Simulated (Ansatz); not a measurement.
# CH5ClSn: the cost of one run

Method: RKS BHLYP-D4/def2-SVP, in Ansatz 0.2.0.

## (1) The system as given

Bond lengths: Sn1–Cl2 2.610 Å, Sn1–H3 1.940 Å, Sn1–H4 1.739 Å, Sn1–C5 2.148 Å, C5–H6 1.110 Å, C5–H7 1.110 Å, C5–H8 1.110 Å. Angles: Cl2–Sn1–H3 45.6°, Cl2–Sn1–H4 123.0°, Cl2–Sn1–C5 123.0°, H3–Sn1–H4 121.2°, H3–Sn1–C5 121.2°, H4–Sn1–C5 109.5°, Sn1–C5–H6 109.5°, Sn1–C5–H7 109.5°, Sn1–C5–H8 109.5°, H6–C5–H7 109.4°, H6–C5–H8 109.4°, H7–C5–H8 109.4°.

Structure file:

```xyz
8

Sn    0.0000    0.0000    0.0000
Cl    1.5152    0.0000    2.1251
H     1.9164    0.0000    0.3021
H    -0.8195    1.4198   -0.5794
C    -1.0126   -1.7544   -0.7160
H    -1.5123   -2.2661    0.1329
H    -1.7727   -1.4617   -1.4701
H    -0.2768   -2.4431   -1.1811
```

## (2) Pulling towards end A

Springs on the bonds that form and break draw the guess towards this end; the thresholds are loose.

The input, input.yaml:

```yaml
crystal:
  periodic: [false, false, false]
  atoms:
    - { symbol: Sn, position_ang: [0.0, 0.0, 0.0] }
    - { symbol: Cl, position_ang: [1.5152, 0.0, 2.1251] }
    - { symbol: H, position_ang: [1.9164, 0.0, 0.3021] }
    - { symbol: H, position_ang: [-0.8195, 1.4198, -0.5794] }
    - { symbol: C, position_ang: [-1.0126, -1.7544, -0.716] }
    - { symbol: H, position_ang: [-1.5123, -2.2661, 0.1329] }
    - { symbol: H, position_ang: [-1.7727, -1.4617, -1.4701] }
    - { symbol: H, position_ang: [-0.2768, -2.4431, -1.1811] }
basis:
  gaussian: { orbitals: def2-SVP }
hamiltonian:
  xc: { name: BHLYP }
  dispersion: d4
relax:
  f_tol: 0.15
  max_steps: 25
  restrain:
    - { distance: [1, 2], at: 2.57, k: 30.0 }
    - { distance: [0, 1], at: 2.41, k: 30.0 }
    - { distance: [0, 2], at: 1.74, k: 30.0 }
output:
  orbitals: {}
```

Command:

```console
$ ansatz run input.yaml --threads 1 --pin off --max-ram 2048MiB --backend cpu --events-out ev --progress --plain --runs-dir out
```

**Question.** How long does this run take on 1 thread of Arm Neoverse V1, shared host, and how much memory does it need?

About 31 s, with a peak of 0.17 GiB.
